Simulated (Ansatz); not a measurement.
# HfW: the cost of one run

Computed with Ansatz 0.2.0 (DFT PBE, scalar-relativistic, plane waves, PAW, unless a step's input says otherwise).

### Step 1. Starting point

It takes space group P4/nmm (No. 129, tetragonal). Conventional cell: a = 3.886 Å, b = 3.886 Å, c = 4.910 Å, α = 90.00°, β = 90.00°, γ = 90.00°. Hf (site symmetry 4mm) is surrounded by 4 W at 2.26 Å. W (site symmetry -4m2) is surrounded by 4 Hf at 2.26 Å.

Structure file:

```
CELL_PARAMETERS angstrom
3.88574 0.00000 0.00000
0.00000 3.88574 0.00000
0.00000 0.00000 4.90997
ATOMIC_POSITIONS crystal
Hf 0.00000 0.50000 0.23510
Hf 0.50000 0.00000 0.76490
W 0.00000 0.00000 0.00000
W 0.50000 0.50000 0.00000
```

This is candidate A: litharge type (P4/nmm, No. 129).

(A quick probe on a coarse mesh, which set the mesh and smearing, is not shown.)

### Step 3. A loose first relaxation (candidate A)

Contents of input.yaml:

```yaml
crystal:
  lattice:
    - [3.8857387682, 0.0, 0.0]
    - [0.0, 3.8857387682, 0.0]
    - [0.0, 0.0, 4.909968824]
  atoms:
    - { symbol: Hf, position: [0.0, 0.5, 0.2351] }
    - { symbol: Hf, position: [0.5, 0.0, 0.7649] }
    - { symbol: W, position: [0.0, 0.0, 0.0] }
    - { symbol: W, position: [0.5, 0.5, 0.0] }
basis:
  ecutwfc: 420
kpoints:
  mp_grid: { grid: [4, 4, 4] }
hamiltonian:
  xc: pbe
scf:
  occupations: { method: gaussian, width: 0.1 }
  lower_state_search: "off"
output:
  forces: true
  stress: true
  eigenvalues: true
relax:
  adjacent_minimum: "off"
  f_tol: 0.04
  max_steps: 70
  cell: { stress_tol: 0.4 }
```

**Question.** How long does this run take on 1 thread of an Arm CPU, shared host, and how much memory does it need?

About 43 s, with a peak of 0.38 GiB.
